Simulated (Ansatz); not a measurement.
# C2H4BBr: the cost of one run

Computed with Ansatz 0.2.0 through its Python package. Level of theory: B3LYP+D4/def2-SVP.

## 1. The structure

Bond lengths: B1–C2 1.530 Å, C2–C3 1.338 Å, C2–Br4 1.955 Å, B1–H5 1.208 Å, B1–H6 1.203 Å, C3–H7 1.073 Å, C3–H8 1.079 Å. Angles: B1–C2–C3 121.0°, B1–C2–Br4 118.1°, C3–C2–Br4 120.8°, C2–B1–H5 120.6°, C2–B1–H6 122.9°, H5–B1–H6 115.9°, C2–C3–H7 120.8°, C2–C3–H8 118.0°, H7–C3–H8 120.6°.

The script holds or builds the structure itself.

## 2. Script

Contents of c2h4bbr.py:

```python
"""Harmonic frequencies of C2H4BBr at its relaxed geometry."""

import ansatz
from ase import Atoms
from ase.thermochemistry import IdealGasThermo
import numpy as np

GEOMETRY = """
B     0.06970    1.23740    0.30220
C     0.19410   -0.12680   -0.38000
C    -0.34340   -1.22310    0.16700
Br    1.23500   -0.23930   -2.03050
H     0.48130    2.23580   -0.23990
H    -0.56870    1.41030    1.30730
H    -0.83480   -1.17760    1.12030
H    -0.14100   -2.17380   -0.30210
"""

system = ansatz.Crystal.molecule()
for line in GEOMETRY.strip().splitlines():
    symbol, *xyz = line.split()
    system = system.atom(symbol, [float(v) for v in xyz])

job = (
    system.calculation()
    .basis(gaussian="def2-SVP")
    .functional("b3lyp", dispersion="d4")
)
symbols = [site.symbol for site in system.cartesian_sites]
start = np.array([site.position_ang for site in system.cartesian_sites], dtype=float)
data = job.relax(force_tolerance=0.003, max_steps=100).run(threads=1, backend="cpu").report
end = np.array(data["positions_ang"])

print("final positions (A) and the move of each atom")
for symbol, xyz, old in zip(symbols, end, start):
    print(f"{symbol:2s} {xyz[0]:10.5f} {xyz[1]:10.5f} {xyz[2]:10.5f}   {np.linalg.norm(xyz - old):7.4f}")

# same settings at the minimum
minimum = ansatz.Crystal.molecule()
for symbol, xyz in zip(symbols, end):
    minimum = minimum.atom(symbol, xyz.tolist())
vibrating = (
    minimum.calculation()
    .basis(gaussian="def2-SVP")
    .functional("b3lyp", dispersion="d4")
    .phonons(temperatures=(298.15, 498.15, 100))
)
vib = vibrating.run(threads=1, backend="cpu").report["vibrations"]
sums = vib["harmonic_sums"]
modes = [m["omega_inv_cm"] for m in sums["modes_at_gamma"] if m["rigid_motion"] == "no"]
print("frequencies (1/cm):", " ".join(f"{w:.0f}" for w in modes))
print("imaginary modes:", sum(w < 0 for w in modes), " zero-point energy:", round(sums["zero_point_energy_ev"], 4), "eV")
# rigid rotor and ideal gas, symmetry number taken as one
gas = IdealGasThermo(vib_energies=[w / 8065.544 for w in modes if w > 0], geometry="linear" if len(modes) == 3 * len(symbols) - 5 else "nonlinear",
                     atoms=Atoms(symbols, positions=end), symmetrynumber=1, spin=0.0)
print(f"H(298 K) - E = {gas.get_enthalpy(298.15, verbose=False):.4f} eV")
print(f"S(298 K, 1 bar) = {96485.33 * gas.get_entropy(298.15, 1e5, verbose=False):.1f} J/(mol K) with symmetry number 1")
```

## 3. What the engine is handed

The engine receives this input (first run):

```yaml
crystal:
  periodic: [false, false, false]
  atoms:
    - { symbol: B, position_ang: [0.0697, 1.2374, 0.3022] }
    - { symbol: C, position_ang: [0.1941, -0.1268, -0.38] }
    - { symbol: C, position_ang: [-0.3434, -1.2231, 0.167] }
    - { symbol: Br, position_ang: [1.235, -0.2393, -2.0305] }
    - { symbol: H, position_ang: [0.4813, 2.2358, -0.2399] }
    - { symbol: H, position_ang: [-0.5687, 1.4103, 1.3073] }
    - { symbol: H, position_ang: [-0.8348, -1.1776, 1.1203] }
    - { symbol: H, position_ang: [-0.141, -2.1738, -0.3021] }
basis:
  gaussian:
    orbitals: def2-SVP
hamiltonian:
  xc: b3lyp
  dispersion: d4
relax:
  f_tol: 0.003
  max_steps: 100
```

## 4. Running it

Run with:

```console
> python c2h4bbr.py
```

Q: Estimate wall time and peak memory on 1 thread of Arm Neoverse V1, shared host.

About 2.9 min, with a peak of 0.34 GiB.
